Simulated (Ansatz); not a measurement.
# ZnHCl + HF: a complex and its separated parts

The complex below is one end of an elementary step. How strongly is it bound against its free parts?

Program: Ansatz 0.2.0, Gaussian basis. Level of theory: PBE0-D4/def2-TZVP structures, single points in def2-TZVPP, no counterpoise correction. These are calculated values, not measurements.

Levels: SPW92, PBE-D4, BLYP-D4, r2SCAN-D4, B97M-V, PBE0-D4, B3LYP-D4, r2SCAN0-D4, BHLYP-D4, CAM-B3LYP-D4, wB97X-V, wB97M-V, B2PLYP, PBE-QIDH, RPA on PBE, Hartree-Fock, MP2, CCSD, CCSD(T).

Cores are frozen in the correlated methods. The 3s and 3p shells of Cu and Zn are frozen; filled d shells are correlated. B3LYP uses VWN-RPA correlation. B2PLYP carries no dispersion term here.

21 further runs of the same task are left out: 21 set aside as unsound or not needed.

### 1 The system as given

The complex: 5 atoms, charge 0, spin multiplicity 1.

Atoms are counted from 1 here; the program's logs count them from 0.

Bond lengths: Zn1–H2 1.532 Å, Zn1–Cl3 2.109 Å, H4–F5 0.925 Å. Angles: H2–Zn1–Cl3 171.1°.

Coordinates:

```mol
ClFH2Zn
  3D, bonds by distance, orders not assigned

  5  3  0  0  0  0  0  0  0  0999 V2000
   -0.5596   -0.6890   -0.4083 Zn  0  0
    0.1882   -1.6416    0.5298 H   0  0
   -1.7486    0.3568   -1.8019 Cl  0  0
    1.3343    0.7856    1.1532 H   0  0
    0.7858    1.1881    0.5272 F   0  0
  1  2  8  0
  1  3  8  0
  4  5  8  0
M  END
```

Its parts: ZnHCl holds atoms 1, 2, 3; HF holds atoms 4, 5. Each part counts its atoms afresh in its own runs.

### 2 Relaxing ZnHCl alone

The input, relax-a/in.yaml:

```yaml
crystal:
  periodic: [false, false, false]
  atoms:
    - {symbol: Zn, position_ang: [-0.559606, -0.689023, -0.408334]}
    - {symbol: H, position_ang: [0.188160, -1.641551, 0.529817]}
    - {symbol: Cl, position_ang: [-1.748639, 0.356828, -1.801912]}
basis:
  gaussian: {orbitals: def2-TZVP}
hamiltonian: {xc: pbe0, dispersion: d4}
relax: {f_tol: 0.005, max_steps: 200}
```

No record of the launch command was kept for these runs.

Log, shortened:

```text
Functional definition: PBE0
  name "PBE0"
  cite "Adamo & Barone, J. Chem. Phys. 110, 6158 (1999) doi:10.1063/1.478522"
  cite "Perdew, Burke & Ernzerhof, Phys. Rev. Lett. 77, 3865 (1996) doi:10.1103/PhysRevLett.77.3865"
  parent pbe
[...]
735 factors; integrals over basis functions are off by at most 3.1e-4 eV
[...]
mean field -60949.45210232 eV, -2239.8510517379 hartree, gradient 2.8e-5 eV, S^2 0.000000; 0 other end points of the search recorded, 0 dependent functions left out
[...]
reference -60949.45213060 eV, -2239.8510527769 hartree; 24, 24 occupied and 67, 67 virtual orbitals, 735 factors
relax step   1: F+E_penalty+E_count = -60949.48582047 eV  Δ(F+E_penalty+E_count) = +0.000e0 eV  max|allowed force component| = 2.692e-1 eV/Å  Δτ_max = 0.0000 Å  (27 SCF iters, accepted)
[...]
relax step   3: F+E_penalty+E_count = -60949.50584405 eV  Δ(F+E_penalty+E_count) = -2.914e-3 eV  max|allowed force component| = 3.313e-2 eV/Å  Δτ_max = 0.0322 Å  (31 SCF iters, accepted)
[...]
relax step   4: F+E_penalty+E_count = -60949.50598546 eV  Δ(F+E_penalty+E_count) = -1.414e-4 eV  max|allowed force component| = 1.688e-3 eV/Å  Δτ_max = 0.0030 Å  (25 SCF iters, accepted)
735 factors; integrals over basis functions are off by at most 2.7e-4 eV
mean field -60949.47219394 eV, -2239.8517900912 hartree, gradient 9.8e-6 eV, S^2 0.000000; 1 other end points of the search recorded, 0 dependent functions left out
[...]
reference -60949.47222226 eV, -2239.8517911318 hartree; 24, 24 occupied and 67, 67 virtual orbitals, 735 factors
Total energy: -60949.50601378 eV, -2239.8530329474 hartree
Atom 0 at    -0.602603    -0.763772    -0.435149 Å, force    -0.000760    -0.000606    -0.000623 eV/Å
Atom 1 at     0.211098    -1.595463     0.542821 Å, force     0.001544    -0.000775     0.001688 eV/Å
Atom 2 at    -1.728580     0.385489    -1.788101 Å, force    -0.000785     0.001381    -0.001064 eV/Å
Dipole moment:     0.194884    -0.198613     0.234106 e Å
```

Wall time 3.5 s (4 threads, shared host); peak memory 0.16 GiB.

Step by step:

| step | energy from step 1 (eV) | largest force component (eV/Å) |
| --- | --- | --- |
| 1 | 0.0000 | 0.2692 |
| 2 | -0.0171 | 0.1083 |
| 3 | -0.0200 | 0.0331 |
| 4 | -0.0202 | 0.0017 |

Close pairs (by a distance rule), those that changed most:

```csv
bond,before (Å),after (Å),change (Å)
Zn1–H2,1.532,1.520,-0.012
Zn1–Cl3,2.109,2.102,-0.007
```

### 3 Relaxing HF alone

The input, relax-b/in.yaml:

```yaml
crystal:
  periodic: [false, false, false]
  atoms:
    - {symbol: H, position_ang: [1.334349, 0.785555, 1.153231]}
    - {symbol: F, position_ang: [0.785834, 1.188091, 0.527201]}
basis:
  gaussian: {orbitals: def2-TZVP}
hamiltonian: {xc: pbe0, dispersion: d4}
relax: {f_tol: 0.005, max_steps: 200}
```

Log, shortened:

```text
[... 5 set-up lines as earlier in the session ...]
[...]
200 factors; their error is unknown
[...]
mean field -2731.80108775 eV, -100.3918382936 hartree, gradient 6.9e-6 eV, S^2 0.000000; 0 other end points of the search recorded, 0 dependent functions left out
[...]
reference -2731.80109626 eV, -100.3918386061 hartree; 5, 5 occupied and 32, 32 virtual orbitals, 200 factors
relax step   1: F+E_penalty+E_count = -2731.80260253 eV  Δ(F+E_penalty+E_count) = +0.000e0 eV  max|allowed force component| = 1.824e-1 eV/Å  Δτ_max = 0.0000 Å  (21 SCF iters, accepted)
[...]
relax step   2: F+E_penalty+E_count = -2731.80318828 eV  Δ(F+E_penalty+E_count) = -5.858e-4 eV  max|allowed force component| = 3.721e-2 eV/Å  Δτ_max = 0.0018 Å  (25 SCF iters, accepted)
[...]
relax step   3: F+E_penalty+E_count = -2731.80321326 eV  Δ(F+E_penalty+E_count) = -2.498e-5 eV  max|allowed force component| = 4.354e-4 eV/Å  Δτ_max = 0.0005 Å  (25 SCF iters, accepted)
200 factors; their error is unknown
[...]
mean field -2731.80169997 eV, -100.3918607921 hartree, gradient 2.5e-5 eV, S^2 0.000000; 1 other end points of the search recorded, 0 dependent functions left out
[...]
reference -2731.80170840 eV, -100.3918611022 hartree; 5, 5 occupied and 32, 32 virtual orbitals, 200 factors
Total energy: -2731.80322169 eV, -100.3919167146 hartree
Atom 0 at     1.333008     0.786539     1.151700 Å, force     0.000382    -0.000280     0.000435 eV/Å
Atom 1 at     0.787175     1.187107     0.528732 Å, force    -0.000382     0.000280    -0.000435 eV/Å
Dipole moment:     0.237795    -0.174509     0.271399 e Å
```

Run time: 0.35 s. Hardware: 4 threads, shared host.

Relaxation path:

| step | energy from step 1 (eV) | largest force component (eV/Å) |
| --- | --- | --- |
| 1 | 0.0000 | 0.1824 |
| 2 | -0.0006 | 0.0372 |
| 3 | -0.0006 | 0.0004 |

The bond:

| bond | before (Å) | after (Å) | change (Å) |
| --- | --- | --- | --- |
| H1–F2 | 0.925 | 0.920 | -0.005 |

### 4 wB97M-V/def2-TZVPP

The input, parta/in.yaml:

```yaml
crystal:
  periodic: [false, false, false]
  atoms:
    - {symbol: Zn, position_ang: [-0.602603, -0.763772, -0.435149]}
    - {symbol: H, position_ang: [0.211098, -1.595463, 0.542821]}
    - {symbol: Cl, position_ang: [-1.728580, 0.385489, -1.788101]}
basis:
  gaussian: {orbitals: def2-TZVPP}
hamiltonian: {xc: {name: wB97M-V}}
```

The input, partb/in.yaml:

```yaml
crystal:
  periodic: [false, false, false]
  atoms:
    - {symbol: H, position_ang: [1.333008, 0.786539, 1.151700]}
    - {symbol: F, position_ang: [0.787175, 1.187107, 0.528732]}
basis:
  gaussian: {orbitals: def2-TZVPP}
hamiltonian: {xc: {name: wB97M-V}}
```

parta printed, shortened:

```text
Functional definition: wB97M-V
  name "wB97M-V"
  cite "Mardirossian & Head-Gordon, J. Chem. Phys. 144, 214110 (2016) doi:10.1063/1.4952647"
  cite "Becke, J. Chem. Phys. 107, 8554 (1997) doi:10.1063/1.475007"
  cite "Vydrov & Van Voorhis, J. Chem. Phys. 133, 244103 (2010) doi:10.1063/1.3521275"
  # Of w^i u^j: cxij and so on, Table III.
[...]
  gx(w, u) = 1 - cx + cx01*u + cx10*w
  gss(w, u) = css00 + css04*u^4 + css10*w + css20*w^2 + css43*w^4*u^3
  gos(w, u) = cos00 + cos10*w + (cos20 + cos21*u)*w^2 + (cos60 + cos61*u)*w^6
[...]
      + integral(e_c_pw_mod_opposite_spin*gos(b97_w_opposite, b97_u_opposite)) + vv10(b, c)
905 factors; their error is unknown
128 factors; integrals over basis functions are off by at most 4.0e-5 eV
[...]
mean field -60957.09715559 eV, -2240.1320022635 hartree, gradient 5.7e-5 eV, S^2 0.000000; 0 other end points of the search recorded, 0 dependent functions left out
reference -60957.09720002 eV, -2240.1320038961 hartree; 24, 24 occupied and 96, 96 virtual orbitals, 905 factors
Total energy: -60957.09720002 eV, -2240.1320038961 hartree
```

Output in partb, shortened:

```text
[... 5 set-up lines as earlier in the session ...]
  # Of w^i u^j: cxij and so on, Table III.
[...]
  gx(w, u) = 1 - cx + cx01*u + cx10*w
  gss(w, u) = css00 + css04*u^4 + css10*w + css20*w^2 + css43*w^4*u^3
  gos(w, u) = cos00 + cos10*w + (cos20 + cos21*u)*w^2 + (cos60 + cos61*u)*w^6
[...]
      + integral(e_c_pw_mod_opposite_spin*gos(b97_w_opposite, b97_u_opposite)) + vv10(b, c)
215 factors; their error is unknown
48 factors; integrals over basis functions are off by at most 2.2e-5 eV
[...]
mean field -2733.67553261 eV, -100.4607228716 hartree, gradient 1.2e-5 eV, S^2 0.000000; 0 other end points of the search recorded, 0 dependent functions left out
reference -2733.67554728 eV, -100.4607234105 hartree; 5, 5 occupied and 40, 40 virtual orbitals, 215 factors
Total energy: -2733.67554728 eV, -100.4607234105 hartree
```

Times: 1.8 s (parta), 0.25 s (partb) on 4 threads, shared host; peak memory 0.28 GiB.

### 5 CCSD(T)/def2-TZVPP

parta/in.yaml: that of step 4 with these lines changed.

```diff
@@ -8,2 +8,2 @@
   gaussian: {orbitals: def2-TZVPP}
-hamiltonian: {xc: {name: wB97M-V}}
+correlation: {method: ccsd_t, frozen_orbitals: {Cl: 5, H: 0, Zn: 9}}
```

partb/in.yaml: that of step 4 with these lines changed.

```diff
@@ -7,2 +7,2 @@
   gaussian: {orbitals: def2-TZVPP}
-hamiltonian: {xc: {name: wB97M-V}}
+correlation: {method: ccsd_t}
```

Output in parta, shortened:

```text
Functional definition: HF
  name "HF"
  cite "Fock, Z. Phys. 61, 126 (1930) doi:10.1007/BF01340294"
[... 1 set-up line as earlier in the session ...]
[...]
777 factors; integrals over basis functions are off by at most 1.2e-3 eV
[...]
mean field -60897.61785646 eV, -2237.9461783368 hartree, gradient 2.0e-6 eV, S^2 0.000000; 0 other end points of the search recorded, 0 dependent functions left out
14 core orbitals not correlated: weight in the atoms' cores, before any rotation towards them, 1.000 or more for the frozen orbitals, at most 0.000 for the correlated occupied ones
reference -60897.61785646 eV, -2237.9461783368 hartree; 10, 10 occupied and 96, 96 virtual orbitals, 777 factors
second order -19.00262170 eV of doubles, -0.00000000 eV of singles
cycle   1  -17.67418155 eV  change     1.3e0 eV  update   1.1e-1
[...]
cycle  10  -18.30284619 eV  change   -1.5e-5 eV  update   5.8e-6
perturbative correction -0.60247644 eV, -0.0221406010 hartree
Total energy: -60916.52317909 eV, -2238.6409361290 hartree
```

partb printed, shortened:

```text
[... 4 set-up lines as earlier in the session ...]
[...]
287 factors; integrals over basis functions are off by at most 1.0e-3 eV
[...]
mean field -2722.91270756 eV, -100.0651963463 hartree, gradient 4.5e-6 eV, S^2 0.000000; 0 other end points of the search recorded, 0 dependent functions left out
1 core orbitals not correlated: weight in the atoms' cores, before any rotation towards them, 1.000 or more for the frozen orbitals, at most 0.000 for the correlated occupied ones
reference -2722.91270756 eV, -100.0651963463 hartree; 4, 4 occupied and 40, 40 virtual orbitals, 287 factors
second order -7.36485728 eV of doubles, -0.00000000 eV of singles
cycle   1  -7.29621667 eV  change    6.9e-2 eV  update   3.9e-2
[...]
cycle   8  -7.43089755 eV  change    7.6e-7 eV  update   3.3e-6
perturbative correction -0.17033804 eV, -0.0062598077 hartree
Total energy: -2730.51394315 eV, -100.3445366020 hartree
```

Wall times: 1.6 s (parta), 0.2 s (partb) on 4 threads, shared host; peak memory 0.4 GiB.

### 6 Vibrations of ZnHCl

The input, vib-parta/in.yaml:

```yaml
crystal:
  periodic: [false, false, false]
  atoms:
    - {symbol: Zn, position_ang: [-0.602603, -0.763772, -0.435149]}
    - {symbol: H, position_ang: [0.211098, -1.595463, 0.542821]}
    - {symbol: Cl, position_ang: [-1.728580, 0.385489, -1.788101]}
basis:
  gaussian: {orbitals: def2-TZVP}
hamiltonian: {xc: pbe0, dispersion: d4}
phonons: {temperatures: {t_min: 298.15, t_max: 900, t_step: 200}}
```

Log, shortened:

```text
[... 5 set-up lines as earlier in the session ...]
[...]
735 factors; integrals over basis functions are off by at most 2.7e-4 eV
[...]
mean field -60949.47219395 eV, -2239.8517900915 hartree, gradient 5.3e-5 eV, S^2 0.000000; 0 other end points of the search recorded, 0 dependent functions left out
[...]
reference -60949.47222226 eV, -2239.8517911321 hartree; 24, 24 occupied and 67, 67 virtual orbitals, 735 factors
[...]
735 factors; integrals over basis functions are off by at most 2.7e-4 eV
mean field -60949.47212235 eV, -2239.8517874605 hartree, gradient 1.4e-6 eV, S^2 0.000000; 0 other end points of the search recorded, 0 dependent functions left out
[...]
reference -60949.47222133 eV, -2239.8517910977 hartree; 24, 24 occupied and 67, 67 virtual orbitals, 735 factors
[...]
735 factors; integrals over basis functions are off by at most 2.7e-4 eV
[...]
mean field -60949.47217848 eV, -2239.8517895233 hartree, gradient 7.6e-7 eV, S^2 0.000000; 0 other end points of the search recorded, 0 dependent functions left out
[...]
reference -60949.47220680 eV, -2239.8517905638 hartree; 24, 24 occupied and 67, 67 virtual orbitals, 735 factors
Total energy: -60949.50601379 eV, -2239.8530329476 hartree
Atom 0 at    -0.602603    -0.763772    -0.435149 Å, force    -0.000765    -0.000602    -0.000631 eV/Å
Atom 1 at     0.211098    -1.595463     0.542821 Å, force     0.001546    -0.000777     0.001691 eV/Å
Atom 2 at    -1.728580     0.385489    -1.788101 Å, force    -0.000781     0.001379    -0.001060 eV/Å
Dipole moment:     0.194884    -0.198613     0.234106 e Å
Vibrations: 422.74 444.02 444.03 1978.91 cm⁻¹, zero-point energy 0.203935 eV
```

It took 6.5 s on 4 threads, shared host; peak memory 0.16 GiB.

Wavenumbers and character of the modes:

```csv
mode,wavenumber (cm⁻¹),character
1,423,Zn–Cl stretch
2,444,bend
3,444,bend
4,1979,Zn–H stretch
```

Vibrational sums (real modes only):

```
T (K)  entropy (J/mol/K)  heat capacity (J/mol/K)
  298               10.5                     17.5
  498               20.9                     22.8
  698               29.1                     25.7
  898               35.9                     27.8
```

### 7 Vibrations of HF

The input, vib-partb/in.yaml:

```yaml
crystal:
  periodic: [false, false, false]
  atoms:
    - {symbol: H, position_ang: [1.333008, 0.786539, 1.151700]}
    - {symbol: F, position_ang: [0.787175, 1.187107, 0.528732]}
basis:
  gaussian: {orbitals: def2-TZVP}
hamiltonian: {xc: pbe0, dispersion: d4}
phonons: {temperatures: {t_min: 298.15, t_max: 900, t_step: 200}}
```

Log, shortened:

```text
[... 5 set-up lines as earlier in the session ...]
[...]
200 factors; their error is unknown
[...]
mean field -2731.80169997 eV, -100.3918607921 hartree, gradient 6.9e-6 eV, S^2 0.000000; 0 other end points of the search recorded, 0 dependent functions left out
[...]
reference -2731.80170840 eV, -100.3918611022 hartree; 5, 5 occupied and 32, 32 virtual orbitals, 200 factors
[...]
200 factors; their error is unknown
[...]
mean field -2731.80169997 eV, -100.3918607921 hartree, gradient 3.9e-7 eV, S^2 0.000000; 0 other end points of the search recorded, 0 dependent functions left out
[...]
reference -2731.80170841 eV, -100.3918611022 hartree; 5, 5 occupied and 32, 32 virtual orbitals, 200 factors
[...]
200 factors; their error is unknown
[...]
mean field -2731.80150823 eV, -100.3918537459 hartree, gradient 3.9e-7 eV, S^2 0.000000; 0 other end points of the search recorded, 0 dependent functions left out
[...]
reference -2731.80151663 eV, -100.3918540546 hartree; 5, 5 occupied and 32, 32 virtual orbitals, 200 factors
[...]
200 factors; their error is unknown
mean field -2731.80151226 eV, -100.3918538940 hartree, gradient 3.9e-7 eV, S^2 0.000000; 0 other end points of the search recorded, 0 dependent functions left out
[...]
reference -2731.80152073 eV, -100.3918542054 hartree; 5, 5 occupied and 32, 32 virtual orbitals, 200 factors
Total energy: -2731.80322169 eV, -100.3919167145 hartree
Atom 0 at     1.333008     0.786539     1.151700 Å, force     0.000400    -0.000293     0.000456 eV/Å
Atom 1 at     0.787175     1.187107     0.528732 Å, force    -0.000400     0.000293    -0.000456 eV/Å
Dipole moment:     0.237795    -0.174509     0.271399 e Å
Vibrations: 4153.04 cm⁻¹, zero-point energy 0.257456 eV
```

Run time: 0.7 s. Hardware: 4 threads, shared host.

The modes, with what each moves most:

```csv
mode,wavenumber (cm⁻¹),character
1,4153,F–H stretch
```

Vibrational sums (real modes only):

| T (K) | entropy (J/mol/K) | heat capacity (J/mol/K) |
| --- | --- | --- |
| 298 | 0.0 | 0.0 |
| 498 | 0.0 | 0.0 |
| 698 | 0.0 | 0.1 |
| 898 | 0.1 | 0.5 |

### 8 Complex less separated parts

The complex's own energies come from single points at the same levels. Levels not printed above were run the same way.

Rows are in def2-TZVPP; times add the 3 runs of a level on a shared host, so small differences are noise.

Differences are taken before rounding.

| method | rung | complex less parts (kJ/mol) | from CCSD(T) (kJ/mol) | time |
| --- | --- | --- | --- | --- |
| SPW92 | LDA | -28.0 | -13.5 | 0.9 s |
| PBE-D4 | GGA | -17.0 | -2.5 | 1.3 s |
| BLYP-D4 | GGA | -14.0 | +0.5 | 1.4 s |
| r2SCAN-D4 | meta-GGA | -20.6 | -6.0 | 3.5 s |
| B97M-V | meta-GGA | -20.1 | -5.5 | 5.5 s |
| PBE0-D4 | hybrid | -16.7 | -2.2 | 1.9 s |
| B3LYP-D4 | hybrid | -15.3 | -0.8 | 1.9 s |
| r2SCAN0-D4 | hybrid | -19.8 | -5.3 | 3.8 s |
| BHLYP-D4 | hybrid | -17.7 | -3.2 | 1.9 s |
| CAM-B3LYP-D4 | range-separated hybrid | -18.3 | -3.8 | 2.1 s |
| wB97X-V | range-separated hybrid | -18.6 | -4.1 | 4.6 s |
| wB97M-V | range-separated hybrid | -19.1 | -4.6 | 5.7 s |
| B2PLYP | double hybrid | -13.2 | +1.3 | 3.1 s |
| PBE-QIDH | double hybrid | -15.2 | -0.7 | 3.1 s |
| RPA on PBE | RPA | -10.8 | +3.7 | 2.7 s |
| Hartree-Fock | wavefunction | -10.6 | +3.9 |  |
| MP2 | wavefunction | -13.6 | +0.9 |  |
| CCSD | wavefunction | -13.7 | +0.8 |  |
| CCSD(T) | wavefunction | -14.5 | 0 | 20 s |

Among the levels timed on like hardware and quicker than the yardstick, those that no quicker one beats, quickest first: SPW92 (0.9 s, -13.5 kJ/mol); PBE-D4 (1.3 s, -2.5 kJ/mol); BLYP-D4 (1.4 s, +0.5 kJ/mol).

For cost: BLYP-D4 gets within 0.5 kJ/mol in 1.4 s, where CCSD(T) took 20 s; the quickest level in the cost chart, SPW92, takes 0.9 s and misses by 13.5 kJ/mol.

The complex's zero-point energy, from a separate PBE0-D4 run, is 0.503 eV.

### 9 Results

| quantity | value |
| --- | --- |
| complex less parts, CCSD(T)/def2-TZVPP | -14.5 kJ/mol |
| with zero-point energy | -10.5 kJ/mol |
| largest T1 diagnostic | 0.014 |

What this shows: At CCSD(T) the complex lies 14.5 kJ/mol below its parts. BLYP-D4 is the best functional here (+0.5 kJ/mol from CCSD(T)); SPW92 is the worst (-13.5 kJ/mol). By rung, the mean size of the error is: LDA 13.5, GGA 1.5, meta-GGA 5.8, hybrid 2.9, range-separated hybrid 4.2, double hybrid 1.0 kJ/mol. PBE-D4 gives a relative energy 2.5 kJ/mol too low, inside chemical accuracy (1 kcal/mol, 4.2 kJ/mol). No counterpoise was applied, and triple zeta lacks some correlation, so the CCSD(T) reference has a basis error of its own, and close matches with it are partly luck.
